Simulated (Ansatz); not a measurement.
The same calculation of SrMg3O4, space group P4/mmm as a Python script and as an input file (Ansatz 0.2.0, Python API).

`scf.py`
```python
import warnings

import ansatz as az
import numpy as np


def main() -> None:
    warnings.simplefilter("ignore", az.DeckWarning)

    system = (
        az.Lattice.of((3.301496, 0.0, 0.0), (0.0, 3.301496, 0.0), (0.0, 0.0, 8.979608))
        .atom("Sr", (0.0, 0.0, 0.0))
        .atom("Mg", (0.5, 0.5, 0.727653))
        .atom("Mg", (0.0, 0.0, 0.5))
        .atom("Mg", (0.5, 0.5, 0.272347))
        .atom("O", (0.0, 0.0, 0.274984))
        .atom("O", (0.5, 0.5, 0.0))
        .atom("O", (0.0, 0.0, 0.725016))
        .atom("O", (0.5, 0.5, 0.5))
    )

    base = (
        system.calculation()
        .occupations("cold", width=0.05)
        .kpoints(density=2.8)
        .functional("PBEsol")
        .forces()
        .stress()
    )
    result = base.run()
    summary = result.report

    n_atoms = len(summary["lattice"]["sites"])
    print("F =", round(summary["free_energy_ev"], 4), "eV for", n_atoms, "atoms")
    print("E(sigma -> 0) =", round(summary["energy_sigma0_ev"], 4), "eV, TS =", round(summary["entropy_ts_ev"], 5), "eV")
    print("closed by", summary["closed_by"], "after", summary["n_iterations"], "iterations")

    print("forces (eV/A)")
    for site, force in zip(result.lattice.sites, summary["forces_ev_ang"]):
        print(f"  {site.symbol:2s} {force[0]:9.4f} {force[1]:9.4f} {force[2]:9.4f}")

    stress = np.array(summary["stress_gpa"])
    print(f"pressure {np.trace(stress) / 3:.3f} GPa")
    print("stress tensor, GPa, positive in compression")
    print(np.round(stress, 3) + 0.0)


if __name__ == "__main__":
    main()
```

```console
$ python scf.py
F = -11481.7264 eV for 8 atoms
E(sigma -> 0) = -11481.7264 eV, TS = -0.0 eV
closed by deck_thresholds after 7 iterations
forces (eV/A)
  Sr   -0.0000   -0.0000    0.0000
  Mg    0.0000    0.0000   -0.0972
  Mg    0.0000    0.0000    0.0000
  Mg    0.0000    0.0000    0.0972
  O     0.0000    0.0000    0.0154
  O     0.0000    0.0000    0.0000
  O     0.0000    0.0000   -0.0154
  O     0.0000    0.0000    0.0000
pressure -4.398 GPa
stress tensor, GPa, positive in compression
[[-4.272  0.     0.   ]
 [ 0.    -4.272  0.   ]
 [ 0.     0.    -4.648]]
```

`input.yaml`:
```yaml
crystal:
  lattice:
    - [3.301496, 0.0, 0.0]
    - [0.0, 3.301496, 0.0]
    - [0.0, 0.0, 8.979608]
  atoms:
    - { symbol: Sr, position: [0.0, 0.0, 0.0] }
    - { symbol: Mg, position: [0.5, 0.5, 0.727653] }
    - { symbol: Mg, position: [0.0, 0.0, 0.5] }
    - { symbol: Mg, position: [0.5, 0.5, 0.272347] }
    - { symbol: O, position: [0.0, 0.0, 0.274984] }
    - { symbol: O, position: [0.5, 0.5, 0.0] }
    - { symbol: O, position: [0.0, 0.0, 0.725016] }
    - { symbol: O, position: [0.5, 0.5, 0.5] }
kpoints:
  mp_grid:
    kspacing: 0.35714285714285715
hamiltonian:
  xc: pbesol
scf:
  occupations:
    method: cold
    width: 0.05
output:
  forces: true
  stress: true
```

Total energies depend on the potentials; only differences at equal settings carry meaning. A total without «per atom» is that of the cell as typed. This cell is a computed structure, which may not be the phase found in nature. Wall time of the script: 4.4 s on 1 thread of Arm Neoverse V1, on a shared host, peak memory 0.43 GiB.

(Lines on the test bed's own set-up are left out of the output.)
